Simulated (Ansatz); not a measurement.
Predict the output of the script below (Ansatz 0.2.0, Python API).

The script, `run_fdcheck.py`:
```python
import warnings

import ansatz as az
import numpy as np

VECTORS = np.array([
    [3.41646, -0.04935, 0.01633],
    [-0.04935, 3.43687, -0.02016],
    [0.01633, -0.02016, 3.47973],
])
SITES = [
    ("Y", [0.00684, 0.00342, 0.00466]),
    ("Cu", [0.52242, 0.51094, 0.50956]),
]


def build(cell):
    crystal = az.Crystal(lattice=az.Lattice.of(cell))
    for symbol, position in SITES:
        crystal = crystal.atom(symbol, position)
    return crystal

warnings.simplefilter("ignore", az.DeckWarning)

def solve(crystal):
    return (
        crystal.calculation()
        .functional(az.Functional.PBESOL)
        .occupations("cold", width=0.15)
        .basis(540, xc_grid=2)
        .kpoints(6, 6, 6)
        .scf(tolerance=1e-09)
        .forces()
        .stress()
        .run(threads=1)
    ).report


centre = solve(build(VECTORS))
start = build(VECTORS)
print(f"force on atom 1 along x: analytic {centre['forces_ev_ang'][1][0]:.4f} eV/A")
for h in (0.004, 0.016):
    shift = np.eye(3)[0] * h @ np.linalg.inv(VECTORS)
    plus, minus = (solve(start.move(1, to=np.array(SITES[1][1]) + sign * shift))["lagrangian_ev"] for sign in (1, -1))
    print(f"  step {h} A: numerical {-(plus - minus) / (2 * h):.4f} eV/A")
volume = abs(np.linalg.det(VECTORS))
larger, smaller = (solve(build(VECTORS * (1 + sign * 0.005) ** (1 / 3)))["lagrangian_ev"] for sign in (1, -1))
numerical = -(larger - smaller) / (0.01 * volume) * 160.21766
print(f"pressure: analytic {np.trace(centre['stress_gpa']) / 3:.3f}, numerical {numerical:.3f} GPa")
```

Running `python run_fdcheck.py` prints:
```text
force on atom 1 along x: analytic -0.1522 eV/A
  step 0.004 A: numerical -0.1522 eV/A
  step 0.016 A: numerical -0.1523 eV/A
pressure: analytic -0.952, numerical -0.950 GPa
```

The run is spin-unpolarised. The mesh is modest for a metal, so energies can be off by several to tens of meV an atom and pressures by half a GPa or more; differences at equal mesh fare better. The program warned that this SCF threshold is loose for forces or stresses. Pressure is positive in compression. The cell is a database structure, distorted on purpose. The central difference errs as the square of the step, so the shorter step is the fairer test; what remains comes from the finite grid and the SCF threshold. The script silences the warnings on its input, which a real study should read. Hardware and time: 87 s on 1 thread of Intel(R) Xeon(R) Platinum 8259CL CPU @ 2.50GHz (Skylake/Cascade Lake) (shared host), peak memory 0.53 GiB.
